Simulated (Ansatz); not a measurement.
# InGaAs2: the cost of one run

Program: Ansatz 0.2.0. Level of theory: DFT PBEsol, scalar-relativistic, plane waves, PAW. These are calculated values, not measurements.

2 further runs of the same task are left out: 2 that didn't finish.

## Step 1: The structure to begin with

Symmetry: P-4m2, No. 115, tetragonal system. Conventional cell: a = 4.225 Å, b = 4.225 Å, c = 5.962 Å, α = 90.00°, β = 90.00°, γ = 90.00°. In (site symmetry -4m2) is surrounded by 4 As at 2.65 Å. Around Ga (site symmetry -4m2) lie 4 As at 2.52 Å. Around As (site symmetry 2mm) lie 2 Ga at 2.52 Å and 2 In at 2.65 Å.

As a file:

```
In Ga As
1.0
     4.22500    0.00000    0.00000
     0.00000    4.22500    0.00000
     0.00000    0.00000    5.96215
In Ga As
1 1 2
Direct
  0.00000 0.00000 0.50000
  0.50000 0.50000 0.00000
  0.50000 0.00000 0.76848
  0.00000 0.50000 0.23153
```

It goes back to an entry of the Materials Project, which need not be the stable form.

The cell is taken as given, not relaxed at this level.

## Step 2: Zero of energy

The reference gives a free energy of -18895.5641 eV, pressure -2.66 GPa, largest force 0.036 eV/Å and gap on the mesh none (metal). It was computed beforehand with the settings of the runs below.

## Step 3: Normal modes

Contents of input.yaml:

```yaml
crystal:
  lattice:
    - [4.2250012014, 0.0, 0.0]
    - [0.0, 4.2250012014, 0.0]
    - [0.0, 0.0, 5.962148]
  atoms:
    - { symbol: In, position: [0.0, 0.0, 0.5] }
    - { symbol: Ga, position: [0.5, 0.5, 0.0] }
    - { symbol: As, position: [0.5, 0.0, 0.768475] }
    - { symbol: As, position: [0.0, 0.5, 0.231525] }
basis:
  ecutwfc: 420
kpoints:
  mp_grid: { grid: [12, 12, 8] }
hamiltonian:
  xc: pbesol
scf:
  occupations: { method: gaussian, width: 0.15 }
output:
  eigenvalues: true
phonons:
  method: fd
  supercell: [1, 1, 1]
  amplitude: 0.02
  eigenvectors: true
  dielectric: false
```

Started as:

```sh
ansatz run input.yaml --threads 2 --pin off --max-ram 5120MiB --backend cpu --events-out ev --progress --plain --runs-dir out
```

Q: Estimate wall time and peak memory on 2 threads of Intel Xeon Platinum 8488C (Sapphire Rapids), shared host.

About 3.6 min, with a peak of 1.3 GiB.
